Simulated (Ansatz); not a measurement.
**C2H7BrSi: basis-set convergence**

How large a basis does C2H7BrSi need? Two functionals are run in growing sets.

Computed with Ansatz 0.2.0, Gaussian basis. Level: one geometry, several basis sets.

The runs, in order: PBE0-D4/def2-SVP; ωB97M-V/def2-SVP; PBE0-D4/def2-QZVPP; ωB97M-V/def2-QZVPP; the functionals' def2-TZVPP values are taken from earlier runs.

## (1) The relaxed structure

An earlier PBE0-D4 in a triple-zeta def2 set relaxation fixed the geometry.

SMILES `C[SiH2]CBr`, 11 atoms, charge 0, spin multiplicity 1.

Atoms are counted from 1 here; the program's logs count them from 0.

Bond lengths: C1–Si2 1.864 Å, C1–H5 1.092 Å, C1–H6 1.092 Å, C1–H7 1.093 Å, Si2–C3 1.884 Å, Si2–H8 1.486 Å, Si2–H9 1.492 Å, C3–Br4 1.949 Å, C3–H10 1.090 Å, C3–H11 1.089 Å. Angles: Si2–C1–H5 110.6°, Si2–C1–H6 110.6°, Si2–C1–H7 110.9°, H5–C1–H6 108.3°, H5–C1–H7 108.3°, H6–C1–H7 108.1°, C1–Si2–C3 111.2°, C1–Si2–H8 111.4°, C1–Si2–H9 110.6°, C3–Si2–H8 108.1°, C3–Si2–H9 106.8°, H8–Si2–H9 108.6°, Si2–C3–Br4 110.1°, Si2–C3–H10 112.6°, Si2–C3–H11 112.4°, Br4–C3–H10 106.3°, Br4–C3–H11 106.3°, H10–C3–H11 108.7°.

## (2) PBE0-D4 in def2-SVP

Input file in.yaml:

```yaml
crystal:
  periodic: [false, false, false]
  atoms:
    - {symbol: C, position_ang: [-1.168789, 1.038945, 0.186066]}
    - {symbol: Si, position_ang: [-0.006047, -0.316129, 0.720887]}
    - {symbol: C, position_ang: [1.270444, -0.686708, -0.613964]}
    - {symbol: Br, position_ang: [0.380692, -1.265489, -2.248069]}
    - {symbol: H, position_ang: [-1.703076, 0.749770, -0.721088]}
    - {symbol: H, position_ang: [-1.904212, 1.244424, 0.967150]}
    - {symbol: H, position_ang: [-0.623057, 1.963451, -0.017115]}
    - {symbol: H, position_ang: [-0.740715, -1.572876, 1.019763]}
    - {symbol: H, position_ang: [0.750978, 0.093085, 1.939619]}
    - {symbol: H, position_ang: [1.863292, 0.187644, -0.881492]}
    - {symbol: H, position_ang: [1.945791, -1.493118, -0.331156]}
basis:
  gaussian: {orbitals: def2-SVP}
hamiltonian: {xc: pbe0, dispersion: d4}
output: {orbitals: {seedname: orbitals}}
```

Run with:

```sh
$ ansatz run in.yaml --threads 4 --pin off --events-out ev --progress --plain --max-ram 10444MiB
```

Standard output:

```text
Functional definition: PBE0
  name "PBE0"
  cite "Adamo & Barone, J. Chem. Phys. 110, 6158 (1999) doi:10.1063/1.478522"
  cite "Perdew, Burke & Ernzerhof, Phys. Rev. Lett. 77, 3865 (1996) doi:10.1103/PhysRevLett.77.3865"
  parent pbe
  parameter a = 0.25
  parameter kappa = 0.804
  parameter beta = 0.06672455060314922
  exchange = (1 - a)*pbe_x(kappa = kappa, mu = beta*pi^2/3) + a*exact_x
  correlation = pbe_c(beta = beta)
1126 factors; integrals over basis functions are off by at most 1.2e-3 eV
mean field evaluation 1: about -80080.0089 eV, gradient 4.9e1 eV
mean field evaluation 2: about -80077.4928 eV, gradient 5.6e1 eV
mean field evaluation 4: about -80085.7173 eV, gradient 2.3e0 eV
mean field evaluation 8: about -80085.8228 eV, gradient 1.0e-1 eV
mean field evaluation 16: about -80085.8228 eV, gradient 7.5e-5 eV
mean field -80085.82284670 eV, -2943.0997054960 hartree, gradient 7.5e-5 eV, S^2 0.000000; 0 other end points of the search recorded, 0 dependent functions left out
reference -80085.82287482 eV, -2943.0997065292 hartree; 34, 34 occupied and 79, 79 virtual orbitals, 1126 factors
Total energy: -80086.02743844 eV, -2943.1072241037 hartree
```

Run time: 1 s. Hardware: 4 threads of Intel Xeon 6975P-C, shared host; peak memory 0.26 GiB.

## (3) ωB97M-V in def2-SVP

in.yaml: that of step 2 with these lines changed.

```diff
@@ -16,3 +16,3 @@
   gaussian: {orbitals: def2-SVP}
-hamiltonian: {xc: pbe0, dispersion: d4}
+hamiltonian: {xc: {name: wB97M-V}}
 output: {orbitals: {seedname: orbitals}}
```

Same command.

Standard output, shortened:

```text
Functional definition: wB97M-V
  name "wB97M-V"
  cite "Mardirossian & Head-Gordon, J. Chem. Phys. 144, 214110 (2016) doi:10.1063/1.4952647"
  cite "Becke, J. Chem. Phys. 107, 8554 (1997) doi:10.1063/1.475007"
  cite "Vydrov & Van Voorhis, J. Chem. Phys. 133, 244103 (2010) doi:10.1063/1.3521275"
  # Of w^i u^j: cxij and so on, Table III.
[...]
  gx(w, u) = 1 - cx + cx01*u + cx10*w
  gss(w, u) = css00 + css04*u^4 + css10*w + css20*w^2 + css43*w^4*u^3
  gos(w, u) = cos00 + cos10*w + (cos20 + cos21*u)*w^2 + (cos60 + cos61*u)*w^6
[...]
      + integral(e_c_pw_mod_opposite_spin*gos(b97_w_opposite, b97_u_opposite)) + vv10(b, c)
1126 factors; integrals over basis functions are off by at most 1.2e-3 eV
322 factors; integrals over basis functions are off by at most 7.4e-6 eV
[...]
mean field -80093.86518549 eV, -2943.3952559950 hartree, gradient 4.8e-5 eV, S^2 0.000000; 0 other end points of the search recorded, 0 dependent functions left out
reference -80093.86522697 eV, -2943.3952575195 hartree; 34, 34 occupied and 79, 79 virtual orbitals, 1126 factors
Total energy: -80093.86522697 eV, -2943.3952575195 hartree
```

Wall time 2.9 s (4 threads of Intel Xeon 6975P-C, shared host); peak memory 0.38 GiB.

## (4) PBE0-D4 in def2-QZVPP

in.yaml: that of step 3 with these lines changed.

```diff
@@ -15,4 +15,4 @@
 basis:
-  gaussian: {orbitals: def2-SVP}
-hamiltonian: {xc: {name: wB97M-V}}
+  gaussian: {orbitals: "def2-QZVPP.json"}
+hamiltonian: {xc: pbe0, dispersion: d4}
 output: {orbitals: {seedname: orbitals}}
```

Same command.

Standard output:

```text
Functional definition: PBE0
  name "PBE0"
  cite "Adamo & Barone, J. Chem. Phys. 110, 6158 (1999) doi:10.1063/1.478522"
  cite "Perdew, Burke & Ernzerhof, Phys. Rev. Lett. 77, 3865 (1996) doi:10.1103/PhysRevLett.77.3865"
  parent pbe
  parameter a = 0.25
  parameter kappa = 0.804
  parameter beta = 0.06672455060314922
  exchange = (1 - a)*pbe_x(kappa = kappa, mu = beta*pi^2/3) + a*exact_x
  correlation = pbe_c(beta = beta)
1720 factors; their error is unknown
mean field evaluation 1: about -80091.9151 eV, gradient 6.5e1 eV
mean field evaluation 2: about -80085.9805 eV, gradient 7.7e1 eV
mean field evaluation 4: about -80101.1655 eV, gradient 4.1e0 eV
mean field evaluation 8: about -80101.1957 eV, gradient 4.3e-2 eV
mean field evaluation 16: about -80101.3788 eV, gradient 1.9e-5 eV
mean field -80101.37876638 eV, -2943.6713749998 hartree, gradient 1.9e-5 eV, S^2 0.000000; 0 other end points of the search recorded, 0 dependent functions left out
reference -80101.37880706 eV, -2943.6713764947 hartree; 34, 34 occupied and 449, 449 virtual orbitals, 1720 factors
Total energy: -80101.58337068 eV, -2943.6788940692 hartree
```

It took 7 s on 4 threads of Intel Xeon 6975P-C, shared host; peak memory 2 GiB.

## (5) ωB97M-V in def2-QZVPP

in.yaml: that of step 4 with these lines changed.

```diff
@@ -16,3 +16,3 @@
   gaussian: {orbitals: "def2-QZVPP.json"}
-hamiltonian: {xc: pbe0, dispersion: d4}
+hamiltonian: {xc: {name: wB97M-V}}
 output: {orbitals: {seedname: orbitals}}
```

The command is unchanged.

Standard output, shortened:

```text
Functional definition: wB97M-V
  name "wB97M-V"
  cite "Mardirossian & Head-Gordon, J. Chem. Phys. 144, 214110 (2016) doi:10.1063/1.4952647"
  cite "Becke, J. Chem. Phys. 107, 8554 (1997) doi:10.1063/1.475007"
  cite "Vydrov & Van Voorhis, J. Chem. Phys. 133, 244103 (2010) doi:10.1063/1.3521275"
  # Of w^i u^j: cxij and so on, Table III.
[...]
  gx(w, u) = 1 - cx + cx01*u + cx10*w
  gss(w, u) = css00 + css04*u^4 + css10*w + css20*w^2 + css43*w^4*u^3
  gos(w, u) = cos00 + cos10*w + (cos20 + cos21*u)*w^2 + (cos60 + cos61*u)*w^6
[...]
      + integral(e_c_pw_mod_opposite_spin*gos(b97_w_opposite, b97_u_opposite)) + vv10(b, c)
1669 factors; their error is unknown
378 factors; integrals over basis functions are off by at most 1.3e-5 eV
[...]
mean field -80109.50884118 eV, -2943.9701497380 hartree, gradient 4.0e-5 eV, S^2 0.000000; 0 other end points of the search recorded, 0 dependent functions left out
reference -80109.50890505 eV, -2943.9701520851 hartree; 34, 34 occupied and 449, 449 virtual orbitals, 1669 factors
Total energy: -80109.50890505 eV, -2943.9701520851 hartree
```

Wall time 15 s (4 threads of Intel Xeon 6975P-C, shared host); peak memory 2.4 GiB.

## (6) Functionals by basis

The def2-TZVPP values come from earlier runs at the same geometry.

```csv
functional,basis,functions,energy (eV),from the largest (eV),HOMO (eV),LUMO (eV)
PBE0-D4,def2-SVP,113,-80086.0274,15.556,-7.60,0.01
PBE0-D4,def2-TZVPP,250,-80099.7532,1.830,-7.70,-0.28
PBE0-D4,def2-QZVPP,483,-80101.5834,0.000,-7.72,-0.40
ωB97M-V,def2-SVP,113,-80093.8652,15.644,-9.81,2.13
ωB97M-V,def2-TZVPP,250,-80107.7500,1.759,-9.93,1.64
ωB97M-V,def2-QZVPP,483,-80109.5089,0.000,-9.95,1.31
```

## (7) What came out

```
                                       quantity           value
PBE0-D4: double and triple zeta above quadruple  15.56, 1.83 eV
ωB97M-V: double and triple zeta above quadruple  15.64, 1.76 eV
```

**Reading.** For PBE0-D4 the step from double to triple zeta gains 13.73 eV and the next only 1.83 eV. Total energies overstate the basis error of differences, where much of it tends to cancel. The LUMO of ωB97M-V is positive and keeps falling with the basis (2.13 to 1.31 eV): an unbound level that the basis holds in place.

For PBE0-D4 the largest set took about 7 times as long as the smallest (7 s against 1 s).
